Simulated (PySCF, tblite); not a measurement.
**C7H12O: geometry, infrared bands and NMR shifts**

Wanted: the infrared bands and NMR shifts of C7H12O (`C[C@@H]1C[C@]12CCOC2`), by calculation.

The runs use tblite 0.8.0 and PySCF 2.14.0, with density-fitted response routines of our own; the level of theory stands in each step. All values are computed, except where a source is named. Atoms count from 0, in the outputs and in this text.

## Step 1: Starting geometry

20 atoms, charge 0, multiplicity 1; geometry from: force field or distance geometry start.

Bonds of the start (Å): C0–C1 1.52, C1–C2 1.53, C2–C3 1.54, C3–C4 1.48, C4–C5 1.53, C5–O6 1.38, O6–C7 1.41, C3–C1 1.45, C7–C3 1.48, C0–H8 1.11, C0–H9 1.10, C0–H10 1.11, C1–H11 1.12, C2–H12 1.09, C2–H13 1.10, C4–H14 1.12, C4–H15 1.10, C5–H16 1.09, C5–H17 1.12, C7–H18 1.12, C7–H19 1.11.

## Step 2: Optimising the geometry with GFN2-xTB

What the job is given:

```
{"job": {"kind": "relax", "xc": "GFN2-xTB", "basis": "xTB"}, "charge": 0, "multiplicity": 1}
C      2.379000     0.312500    -0.615200
C      1.262100     0.588200     0.374300
C      0.632800    -0.594300     1.106200
C     -0.137200     0.302600     0.113600
C     -0.693300    -0.461600    -1.024600
C     -2.056700    -0.812600    -0.437000
O     -2.462700     0.333100     0.218100
C     -1.310000     1.011300     0.669900
H      2.620500     1.293500    -1.082500
H      3.253600     0.006300    -0.016300
H      2.089000    -0.419300    -1.391600
H      1.497000     1.412800     1.095200
H      0.841000    -1.617200     0.788500
H      0.263100    -0.459000     2.137700
H     -0.797400     0.153900    -1.955900
H     -0.114300    -1.382500    -1.174900
H     -2.755700    -1.199400    -1.171700
H     -1.866900    -1.603300     0.326900
H     -1.356800     2.049300     0.262800
H     -1.292300     1.096400     1.773500
```

Run with:

```
$ OMP_NUM_THREADS=1 python probes_run.py task.json out
```

One launch serves the whole session: the jobs run in the order shown.

**Question.** This job is followed by: GFN2-xTB harmonic vibrations, gas phase; GIAO PBE0/pcSseg-1 NMR shielding, non-relativistic, gas phase. Predict these results of the whole session: strongest single infrared mode (GFN2-xTB); zero-point energy (GFN2-xTB); 13C shifts against TMS (PBE0/pcSseg-1); 1H shifts against TMS (PBE0/pcSseg-1, means over atoms taken as alike); 17O shifts against H2O (PBE0/pcSseg-1).

**Answer**, as computed:

| quantity | value |
| --- | --- |
| strongest single infrared mode (GFN2-xTB) | 2854 cm⁻¹, 80 km/mol |
| zero-point energy (GFN2-xTB) | 110.0 kcal/mol |
| 13C shifts against TMS (PBE0/pcSseg-1) | 81.2, 72.9, 36.0, 27.8, 21.8, 21.7, 18.6 ppm |
| 1H shifts against TMS (PBE0/pcSseg-1, means over atoms taken as alike) | 4.26, 3.92, 3.86, 3.79, 2.14, 1.30, 1.14, 0.77, 0.46, 0.12 ppm |
| 17O shifts against H2O (PBE0/pcSseg-1) | 68.9 ppm |

What this shows: The optimisation took 109 steps and gained 0.610 eV; among the close pairs (by a distance rule), C3–C7 changed most, from 1.479 to 1.528 Å. No mode is imaginary among the 54: a minimum at this level. The strongest single mode, at 2854 cm⁻¹, moves mainly H17. Unscaled tight-binding wavenumbers are off by several per cent, some by more. Its intensities can rank the bands wrongly. At PBE0/pcSseg-1: Shielding is most anisotropic at O6 (span 167 ppm, paramagnetic term -130 ppm).
